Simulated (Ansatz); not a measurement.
# TaBeB: the crystal squeezed far

An exercise on one series of results from a longer session: the logs are not shown, and one member is left open.

Program: Ansatz 0.2.0. Level of theory: DFT, PBEsol, PAW with Ansatz's default frozen-core files, scalar-relativistic. These are calculated values, not measurements.

**The structure to begin with**

The structure is hexagonal, space group P-6m2 (No. 187). The conventional cell has a = 3.250 Å, b = 3.250 Å, c = 3.246 Å, α = 90.00°, β = 90.00°, γ = 120.00°. Ta (site symmetry -6m2) is surrounded by 6 Be at 2.48 Å and 6 B at 2.48 Å. Be (site symmetry -6m2) has 3 B at 1.88 Å in its first shell of neighbours. Around B (site symmetry -6m2) lie 3 Be at 1.88 Å and 6 Ta at 2.48 Å.

Coordinates:

```
CELL_PARAMETERS angstrom
3.24990 0.00000 0.00000
-1.62495 2.81450 0.00000
0.00000 0.00000 3.24610
ATOMIC_POSITIONS crystal
Ta 0.00000 0.00000 0.00000
Be 0.33333 0.66667 0.50000
B 0.66667 0.33333 0.50000
```

Whether this phase is the stable one at these pressures isn't tested.

Atoms are numbered in the order of the input: Ta1, Be2, B3.

Set-up of the first run:

input.yaml

```yaml
crystal:
  lattice:
    - [3.2499042036, 0.0, 0.0]
    - [-1.6249521018, 2.8144996002, 0.0]
    - [0.0, 0.0, 3.24610302]
  atoms:
    - { symbol: Ta, position: [0.0, 0.0, 0.0] }
    - { symbol: Be, position: [0.3333333333, 0.6666666667, 0.5] }
    - { symbol: B, position: [0.6666666667, 0.3333333333, 0.5] }
kpoints:
  mp_grid: { grid: [13, 13, 11] }
scf:
  occupations: { method: fermi_dirac, width: 0.05 }
hamiltonian:
  xc: pbesol
  pseudopotentials: { kind: paw }
output:
  forces: true
  stress: true
relax:
  f_tol: 0.01
  max_steps: 30
  cell: { stress_tol: 0.05, fix: [volume] }
```

Run with:

```console
> ansatz run input.yaml --threads 1 --pin off --max-ram 3072MiB --backend cpu --events-out ev --progress --plain --runs-dir out
```

Among the steps run: Shape and atoms relaxed at the given volume, PAW; Volume scaled by 1, PAW; Shape and atoms relaxed at 0.85 of the volume, PAW; Volume scaled by 0.85, PAW; Shape and atoms relaxed at 0.45 of the volume, PAW; Volume scaled by 0.45, PAW; Shape and atoms relaxed at 0.4 of the volume, PAW; Volume scaled by 0.4, PAW.

One table of the session follows, with a row left open; its other results are not shown here.

| method | volume over the first | volume (Å³/atom) | pressure (GPa) |
| --- | --- | --- | --- |
| PAW | 1 | ? | ? |
| PAW | 0.85 | 8.413 | 50.97 |
| PAW | 0.45 | 4.454 | 894.87 |
| PAW | 0.4 | 3.959 | 1265.60 |

Q: Estimate the row for PAW, 1 from the others.

**Answer.** volume (Å³/atom): 9.897; pressure (GPa): -3.32. In the column «volume (Å³/atom)» it is the highest.
